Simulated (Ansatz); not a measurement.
# Ge2C+ (doublet): wave-function methods side by side, cc-pVTZ

The task here is to estimate one member of a computed series from the others.

The runs use Ansatz 0.2.0, Gaussian basis; cc-pVTZ, core rule «outside noble gas», up to 29 orbitals frozen.

The runs, in order: UHF; CCSD(T) on ROHF; CCSD(T) on UHF; BCCD(T) on ROHF; CCSDT(Q) on ROHF; CCSDT(Q) on UHF; CASSCF and NEVPT2, 11 electrons in 12 orbitals.

2 further runs of the same task are left out: 1 that didn't finish, 1 set aside as unsound or not needed.

## The geometry

The geometry is a PBE0/def2-TZVP stationary point (not a proven minimum) of the parent state, kept for this charge and spin. No spin-orbit coupling is included. The filled d shell of Ge may be among the frozen orbitals whatever the setting's name suggests; the logs give the count.

3 atoms, charge 1, spin multiplicity 2.

Atoms are counted from 1 here; the program's logs count them from 0.

Bond lengths: Ge1–C2 1.768 Å, C2–Ge3 1.768 Å. Angles: Ge1–C2–Ge3 180.0°.

Set-up of the first run:

File in.yaml:

```yaml
crystal:
  periodic: [false, false, false]
  atoms:
    - {symbol: Ge, position_ang: [0.000000, 0.000000, 1.767500]}
    - {symbol: C, position_ang: [0.000000, 0.000000, 0.000000]}
    - {symbol: Ge, position_ang: [0.000000, 0.000000, -1.767500]}
basis:
  gaussian: {orbitals: cc-pVTZ}
total_charge: 1
magnetization: {spin_polarized: true, initial_magnetization: 1}
hamiltonian: {xc: hf}
output: {orbitals: {seedname: orbitals}}
```

The run is started by

```bash
ansatz run in.yaml --threads 1 --pin off --events-out ev --progress --plain --max-ram 4096MiB --backend cpu
```

Among the steps run: UHF; CCSD(T) on ROHF; CCSD(T) on UHF; BCCD(T) on ROHF; CCSDT(Q) on ROHF; CCSDT(Q) on UHF; CASSCF and NEVPT2, 11 electrons in 12 orbitals.

One of the session's tables, all rows but one given; the rest of the session is left out.

It belongs to the step «Misses and costs». 

| method | from UCCSDT(Q) (meV) |
| --- | --- |
| ROHF | +8454.4 |
| UHF | +8366.4 |
| RMP2 | +1285.9 |
| UMP2 | +1303.9 |
| RCCSD | +501.3 |
| UCCSD | ? |
| RCCSD(T) | +71.8 |
| UCCSD(T) | +72.0 |
| BCCD(T) | +68.2 |
| RCCSDT | +35.9 |
| UCCSDT | +34.8 |
| RCCSDT(Q) | +2.5 |
| UCCSDT(Q) | 0 |
| CASSCF valence | +5070.0 |
| NEVPT2 valence | +1071.1 |

**Question.** Estimate the row for UCCSD.

**Answer.** from UCCSDT(Q) (meV): +497.9. In the column «from UCCSDT(Q) (meV)» it lies between UCCSD(T) (+72.0) and RCCSD (+501.3).

To keep in mind: Restricted and unrestricted rows rest on different reference determinants; where their highest levels disagree by more than a few hundredths of an eV, they describe different states and don't form one ladder.
